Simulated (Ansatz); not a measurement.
# The tellurium atom: basis-set convergence

One table from this session's results is given with a row withheld; the runs are named, their logs left out.

The runs use Ansatz 0.2.0, Gaussian basis; one geometry, several basis sets.

The runs, in order: PBE0/def2-SVP; ωB97M-V/def2-SVP; PBE0/def2-QZVPP; ωB97M-V/def2-QZVPP; the functionals' def2-TZVPP values are taken from earlier runs.

## The atom

1 atom, charge 0, spin multiplicity 3.

Te takes the def2 core potential; no spin-orbit term is included.

Set-up of the first run:

Input file in.yaml:

```yaml
crystal:
  periodic: [false, false, false]
  atoms:
    - {symbol: Te, position_ang: [0.000000, 0.000000, 0.000000]}
basis:
  gaussian: {orbitals: def2-SVP}
magnetization: {spin_polarized: true, initial_magnetization: 2}
hamiltonian: {xc: pbe0}
output: {orbitals: {seedname: orbitals}}
```

Steps of the session up to this table: PBE0 in def2-SVP; ωB97M-V in def2-SVP; PBE0 in def2-QZVPP; ωB97M-V in def2-QZVPP.

One table of the session follows, with a row left open; its other results are not shown here.

It belongs to the step «Density functionals: the series». 

| functional | basis | HOMO (eV) | LUMO (eV) |
| --- | --- | --- | --- |
| PBE0 | def2-SVP | -6.11 | -3.99 |
| PBE0 | def2-TZVPP | -6.26 | -4.02 |
| PBE0 | def2-QZVPP | ? | ? |
| ωB97M-V | def2-SVP | -8.17 | -1.95 |
| ωB97M-V | def2-TZVPP | -8.33 | -2.09 |
| ωB97M-V | def2-QZVPP | -8.36 | -2.11 |

Estimate the missing values for PBE0, def2-QZVPP.

**Answer.** HOMO (eV): -6.28; LUMO (eV): -4.02. In the column «HOMO (eV)» it lies between ωB97M-V, def2-SVP (-8.17) and PBE0, def2-TZVPP (-6.26).
